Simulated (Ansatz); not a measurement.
# H₅NOSi + H₂S: a complex and its separated parts, part 2 of 3

Ansatz 0.2.0, Gaussian basis. Earlier steps stand in the parts before.

## (9) PBE0-D4/def2-TZVPP

The inputs:

parta/in.yaml

```yaml
crystal:
  periodic: [false, false, false]
  atoms:
    - {symbol: Si, position_ang: [0.101056, -1.002638, -0.493454]}
    - {symbol: O, position_ang: [0.693779, 0.476785, -0.068543]}
    - {symbol: H, position_ang: [0.911903, -1.594405, -1.590986]}
    - {symbol: H, position_ang: [-1.282241, -0.684786, -0.910346]}
    - {symbol: N, position_ang: [0.093059, -2.194507, 0.726001]}
    - {symbol: H, position_ang: [1.601653, 0.516030, 0.235309]}
    - {symbol: H, position_ang: [0.802697, -2.902956, 0.790424]}
    - {symbol: H, position_ang: [-0.473169, -2.140064, 1.555212]}
basis:
  gaussian: {orbitals: def2-TZVPP}
hamiltonian: {xc: pbe0, dispersion: d4}
output: {orbitals: {seedname: orbitals}}
```

partb/in.yaml

```yaml
crystal:
  periodic: [false, false, false]
  atoms:
    - {symbol: H, position_ang: [-0.251782, 2.378562, -0.360737]}
    - {symbol: S, position_ang: [-0.802591, 3.587933, -0.543262]}
    - {symbol: H, position_ang: [-1.394267, 3.560049, 0.660281]}
basis:
  gaussian: {orbitals: def2-TZVPP}
hamiltonian: {xc: pbe0, dispersion: d4}
output: {orbitals: {seedname: orbitals}}
```

The same command starts each run, in its folder.

The run is started by

```bash
$ ansatz run in.yaml --threads 4 --pin off --events-out ev --progress --plain --max-ram 9574MiB
```

Log of parta, shortened:

```text
Functional definition: PBE0
  name "PBE0"
  cite "Adamo & Barone, J. Chem. Phys. 110, 6158 (1999) doi:10.1063/1.478522"
  cite "Perdew, Burke & Ernzerhof, Phys. Rev. Lett. 77, 3865 (1996) doi:10.1103/PhysRevLett.77.3865"
  parent pbe
[...]
892 factors; their error is unknown
[...]
mean field -11492.79422459 eV, -422.3523976581 hartree, gradient 3.6e-5 eV, S^2 0.000000; 0 other end points of the search recorded, 0 dependent functions left out
reference -11492.79425206 eV, -422.3523986674 hartree; 17, 17 occupied and 157, 157 virtual orbitals, 892 factors
Total energy: -11492.88918497 eV, -422.3558873875 hartree
```

Log of partb, shortened:

```text
[... 5 set-up lines as earlier in the session ...]
[...]
433 factors; their error is unknown
[...]
mean field -10864.48423203 eV, -399.2624313151 hartree, gradient 8.0e-6 eV, S^2 0.000000; 0 other end points of the search recorded, 0 dependent functions left out
reference -10864.48424865 eV, -399.2624319258 hartree; 9, 9 occupied and 61, 61 virtual orbitals, 433 factors
Total energy: -10864.49642826 eV, -399.2628795184 hartree
```

Wall times: 1.1 s (parta), 0.25 s (partb) on 4 threads of Intel Xeon Platinum 8259CL at 2.50GHz, shared host.

## (10) B3LYP-D4/def2-TZVPP

Each input of step 9 (parta, partb) changes in the same lines:

```diff
-hamiltonian: {xc: pbe0, dispersion: d4}
-output: {orbitals: {seedname: orbitals}}
+hamiltonian: {xc: {name: B3LYP}, dispersion: d4}
```

Each run has its own folder and the same command.

The run is started by

```bash
$ ansatz run in.yaml --threads 4 --pin off --events-out ev --progress --plain --max-ram 9574MiB
```

Output in parta, shortened:

```text
Functional definition: B3LYP
  name "B3LYP"
  cite "Stephens, Devlin, Chabalowski & Frisch, J. Phys. Chem. 98, 11623 (1994) doi:10.1021/j100096a001"
[... 2 set-up lines as earlier in the session ...]
  cite "Vosko, Wilk & Nusair, Can. J. Phys. 58, 1200 (1980) doi:10.1139/p80-159"
[...]
892 factors; their error is unknown
[...]
mean field -11500.91328585 eV, -422.6507676561 hartree, gradient 4.1e-5 eV, S^2 0.000000; 0 other end points of the search recorded, 0 dependent functions left out
reference -11500.91351522 eV, -422.6507760852 hartree; 17, 17 occupied and 157, 157 virtual orbitals, 892 factors
Total energy: -11501.09855164 eV, -422.6575760482 hartree
```

Output in partb, shortened:

```text
[... 6 set-up lines as earlier in the session ...]
[...]
414 factors; their error is unknown
[...]
mean field -10868.95565731 eV, -399.4267531633 hartree, gradient 4.0e-6 eV, S^2 0.000000; 0 other end points of the search recorded, 0 dependent functions left out
reference -10868.95581503 eV, -399.4267589596 hartree; 9, 9 occupied and 61, 61 virtual orbitals, 414 factors
Total energy: -10868.98025043 eV, -399.4276569439 hartree
```

Times: 1.1 s (parta), 0.25 s (partb) on 4 threads of Intel Xeon Platinum 8259CL at 2.50GHz, shared host.

## (11) r2SCAN0-D4/def2-TZVPP

The same edit goes into each in.yaml of step 10 (parta, partb):

```diff
-hamiltonian: {xc: {name: B3LYP}, dispersion: d4}
+hamiltonian: {xc: {name: r2SCAN0}, dispersion: d4}
```

One command serves all of them, each in its own folder.

The run is started by

```bash
$ ansatz run in.yaml --threads 4 --pin off --events-out ev --progress --plain --max-ram 9574MiB
```

Log of parta, shortened:

```text
Functional definition: r2SCAN0
  name "r2SCAN0"
  cite "Bursch, Neugebauer, Ehlert & Grimme, J. Chem. Phys. 156, 134105 (2022) doi:10.1063/5.0086040"
[... 3 set-up lines as earlier in the session ...]
[...]
892 factors; their error is unknown
[...]
mean field -11496.97551159 eV, -422.5060571210 hartree, gradient 4.1e-5 eV, S^2 0.000000; 0 other end points of the search recorded, 0 dependent functions left out
reference -11496.97552017 eV, -422.5060574365 hartree; 17, 17 occupied and 157, 157 virtual orbitals, 892 factors
Total energy: -11497.00672052 eV, -422.5072040279 hartree
```

Output in partb, shortened:

```text
[... 6 set-up lines as earlier in the session ...]
[...]
433 factors; their error is unknown
[...]
mean field -10867.41043667 eV, -399.3699673522 hartree, gradient 1.9e-5 eV, S^2 0.000000; 0 other end points of the search recorded, 0 dependent functions left out
reference -10867.41044201 eV, -399.3699675486 hartree; 9, 9 occupied and 61, 61 virtual orbitals, 433 factors
Total energy: -10867.41430010 eV, -399.3701093305 hartree
```

They took 1.7 s (parta), 0.55 s (partb) on 4 threads of Intel Xeon Platinum 8259CL at 2.50GHz, shared host.

## (12) BHLYP-D4/def2-TZVPP

The same edit goes into each in.yaml of step 11 (parta, partb):

```diff
-hamiltonian: {xc: {name: r2SCAN0}, dispersion: d4}
+hamiltonian: {xc: {name: BHLYP}, dispersion: d4}
```

Each run has its own folder and the same command.

The run is started by

```bash
$ ansatz run in.yaml --threads 4 --pin off --events-out ev --progress --plain --max-ram 9574MiB
```

parta printed, shortened:

```text
Functional definition: BHLYP
  name "BHLYP"
  cite "Becke, J. Chem. Phys. 98, 1372 (1993) doi:10.1063/1.464304"
[... 2 set-up lines as earlier in the session ...]
[...]
951 factors; their error is unknown
[...]
mean field -11498.34410227 eV, -422.5563519009 hartree, gradient 5.1e-5 eV, S^2 0.000000; 0 other end points of the search recorded, 0 dependent functions left out
reference -11498.34425807 eV, -422.5563576265 hartree; 17, 17 occupied and 157, 157 virtual orbitals, 951 factors
Total energy: -11498.47842484 eV, -422.5612881641 hartree
```

Log of partb, shortened:

```text
[... 5 set-up lines as earlier in the session ...]
[...]
453 factors; their error is unknown
[...]
mean field -10868.25159054 eV, -399.4008791870 hartree, gradient 1.3e-5 eV, S^2 0.000000; 0 other end points of the search recorded, 0 dependent functions left out
reference -10868.25169725 eV, -399.4008831083 hartree; 9, 9 occupied and 61, 61 virtual orbitals, 453 factors
Total energy: -10868.26802452 eV, -399.4014831246 hartree
```

Wall times: 1.2 s (parta), 0.25 s (partb) on 4 threads of Intel Xeon Platinum 8259CL at 2.50GHz, shared host.

## (13) CAM-B3LYP-D4/def2-TZVPP

Each input of step 12 (parta, partb) changes in the same lines:

```diff
-hamiltonian: {xc: {name: BHLYP}, dispersion: d4}
+hamiltonian: {xc: {name: CAM-B3LYP}, dispersion: d4}
```

The same command starts each run, in its folder.

The run is started by

```bash
$ ansatz run in.yaml --threads 4 --pin off --events-out ev --progress --plain --max-ram 9574MiB
```

parta printed, shortened:

```text
Functional definition: CAM-B3LYP
  name "CAM-B3LYP"
  cite "Yanai, Tew & Handy, Chem. Phys. Lett. 393, 51 (2004) doi:10.1016/j.cplett.2004.06.011"
  cite "Iikura, Tsuneda, Yanai & Hirao, J. Chem. Phys. 115, 3540 (2001) doi:10.1063/1.1383587"
[... 2 set-up lines as earlier in the session ...]
[...]
  # Exact exchange under (alpha + beta erf(omega r))/r, Becke's under what is left of 1/r.
[...]
892 factors; their error is unknown
237 factors; integrals over basis functions are off by at most 1.4e-5 eV
[...]
mean field -11499.11786780 eV, -422.5847872595 hartree, gradient 4.7e-5 eV, S^2 0.000000; 0 other end points of the search recorded, 0 dependent functions left out
reference -11499.11797941 eV, -422.5847913611 hartree; 17, 17 occupied and 157, 157 virtual orbitals, 892 factors
Total energy: -11499.21286487 eV, -422.5882783374 hartree
```

Output in partb, shortened:

```text
[... 6 set-up lines as earlier in the session ...]
[...]
  # Exact exchange under (alpha + beta erf(omega r))/r, Becke's under what is left of 1/r.
[...]
414 factors; their error is unknown
87 factors; integrals over basis functions are off by at most 9.9e-5 eV
[...]
mean field -10868.61807794 eV, -399.4143473504 hartree, gradient 1.9e-5 eV, S^2 0.000000; 0 other end points of the search recorded, 0 dependent functions left out
reference -10868.61815502 eV, -399.4143501832 hartree; 9, 9 occupied and 61, 61 virtual orbitals, 414 factors
Total energy: -10868.63011039 eV, -399.4147895347 hartree
```

Wall times: 1.4 s (parta), 0.3 s (partb) on 4 threads of Intel Xeon Platinum 8259CL at 2.50GHz, shared host.

## (14) wB97X-V/def2-TZVPP

Each input of step 13 (parta, partb) changes in the same lines:

```diff
-hamiltonian: {xc: {name: CAM-B3LYP}, dispersion: d4}
+hamiltonian: {xc: {name: wB97X-V}}
```

One command serves all of them, each in its own folder.

The run is started by

```bash
$ ansatz run in.yaml --threads 4 --pin off --events-out ev --progress --plain --max-ram 9574MiB
```

parta printed, shortened:

```text
Functional definition: wB97X-V
  name "wB97X-V"
  cite "Mardirossian & Head-Gordon, Phys. Chem. Chem. Phys. 16, 9904 (2014) doi:10.1039/C3CP54374A"
[... 2 set-up lines as earlier in the session ...]
[...]
      + integral(e_c_pw_opposite_spin*poly(b97_u_opposite, cos0, cos1)) + vv10(b, c)
892 factors; their error is unknown
214 factors; integrals over basis functions are off by at most 1.1e-5 eV
[...]
mean field -11497.70910269 eV, -422.5330160968 hartree, gradient 4.2e-5 eV, S^2 0.000000; 0 other end points of the search recorded, 0 dependent functions left out
reference -11497.70910088 eV, -422.5330160302 hartree; 17, 17 occupied and 157, 157 virtual orbitals, 892 factors
Total energy: -11497.70910088 eV, -422.5330160302 hartree
```

partb printed, shortened:

```text
[... 5 set-up lines as earlier in the session ...]
[...]
      + integral(e_c_pw_opposite_spin*poly(b97_u_opposite, cos0, cos1)) + vv10(b, c)
409 factors; their error is unknown
87 factors; integrals over basis functions are off by at most 4.4e-5 eV
[...]
mean field -10866.66388186 eV, -399.3425319692 hartree, gradient 7.8e-5 eV, S^2 0.000000; 0 other end points of the search recorded, 0 dependent functions left out
reference -10866.66388070 eV, -399.3425319264 hartree; 9, 9 occupied and 61, 61 virtual orbitals, 409 factors
Total energy: -10866.66388070 eV, -399.3425319264 hartree
```

Times: 3 s (parta), 0.55 s (partb) on 4 threads of Intel Xeon Platinum 8259CL at 2.50GHz, shared host.

## (15) wB97M-V/def2-TZVPP

Each input of step 14 (parta, partb) changes in the same lines:

```diff
-hamiltonian: {xc: {name: wB97X-V}}
+hamiltonian: {xc: {name: wB97M-V}}
```

The same command starts each run, in its folder.

The run is started by

```bash
$ ansatz run in.yaml --threads 4 --pin off --events-out ev --progress --plain --max-ram 9574MiB
```

parta printed, shortened:

```text
Functional definition: wB97M-V
  name "wB97M-V"
  cite "Mardirossian & Head-Gordon, J. Chem. Phys. 144, 214110 (2016) doi:10.1063/1.4952647"
[... 2 set-up lines as earlier in the session ...]
  # Of w^i u^j: cxij and so on, Table III.
[...]
  gx(w, u) = 1 - cx + cx01*u + cx10*w
[...]
      + integral(e_c_pw_mod_opposite_spin*gos(b97_w_opposite, b97_u_opposite)) + vv10(b, c)
892 factors; their error is unknown
214 factors; integrals over basis functions are off by at most 1.1e-5 eV
[...]
mean field -11498.20443474 eV, -422.5512192138 hartree, gradient 1.4e-5 eV, S^2 0.000000; 0 other end points of the search recorded, 0 dependent functions left out
reference -11498.20447900 eV, -422.5512208404 hartree; 17, 17 occupied and 157, 157 virtual orbitals, 892 factors
Total energy: -11498.20447900 eV, -422.5512208404 hartree
```

Log of partb, shortened:

```text
[... 5 set-up lines as earlier in the session ...]
  # Of w^i u^j: cxij and so on, Table III.
[...]
  gx(w, u) = 1 - cx + cx01*u + cx10*w
[...]
      + integral(e_c_pw_mod_opposite_spin*gos(b97_w_opposite, b97_u_opposite)) + vv10(b, c)
409 factors; their error is unknown
87 factors; integrals over basis functions are off by at most 4.4e-5 eV
[...]
mean field -10867.51056069 eV, -399.3736468423 hartree, gradient 7.9e-6 eV, S^2 0.000000; 0 other end points of the search recorded, 0 dependent functions left out
reference -10867.51058887 eV, -399.3736478776 hartree; 9, 9 occupied and 61, 61 virtual orbitals, 409 factors
Total energy: -10867.51058887 eV, -399.3736478776 hartree
```

They took 3.1 s (parta), 0.65 s (partb) on 4 threads of Intel Xeon Platinum 8259CL at 2.50GHz, shared host.

## (16) B2PLYP/def2-TZVPP

Each input of step 15 (parta, partb) changes in the same lines:

```diff
-hamiltonian: {xc: {name: wB97M-V}}
+hamiltonian: {xc: {name: B2PLYP}}
```

One command serves all of them, each in its own folder.

The run is started by

```bash
$ ansatz run in.yaml --threads 4 --pin off --events-out ev --progress --plain --max-ram 9574MiB
```

Log of parta, shortened:

```text
Functional definition: B2PLYP
  name "B2PLYP"
  cite "Grimme, J. Chem. Phys. 124, 034108 (2006) doi:10.1063/1.2148954"
[... 2 set-up lines as earlier in the session ...]
[...]
1016 factors; integrals over basis functions are off by at most 1.0e-3 eV
[...]
mean field -11489.21856389 eV, -422.2209945508 hartree, gradient 5.0e-6 eV, S^2 0.000000; 0 other end points of the search recorded, 0 dependent functions left out
7 core orbitals not correlated: weight in the atoms' cores, before any rotation towards them, 1.000 or more for the frozen orbitals, at most 0.000 for the correlated occupied ones
reference -11489.21870935 eV, -422.2209998966 hartree; 10, 10 occupied and 157, 157 virtual orbitals, 1016 factors
second order -19.17028375 eV of doubles, -0.00000000 eV of singles
Total energy: -11494.39468597 eV, -422.4112135287 hartree
```

partb printed, shortened:

```text
[... 5 set-up lines as earlier in the session ...]
[...]
386 factors; integrals over basis functions are off by at most 1.2e-3 eV
[...]
mean field -10863.10105428 eV, -399.2116004706 hartree, gradient 4.2e-6 eV, S^2 0.000000; 0 other end points of the search recorded, 0 dependent functions left out
5 core orbitals not correlated: weight in the atoms' cores, before any rotation towards them, 1.000 or more for the frozen orbitals, at most 0.000 for the correlated occupied ones
reference -10863.10115418 eV, -399.2116041417 hartree; 4, 4 occupied and 61, 61 virtual orbitals, 386 factors
second order -6.35685399 eV of doubles, -0.00000000 eV of singles
Total energy: -10864.81750476 eV, -399.2746788621 hartree
```

Times: 1.9 s (parta), 0.35 s (partb) on 4 threads of Intel Xeon Platinum 8259CL at 2.50GHz, shared host.

(Part 2 of 3 ends here.)
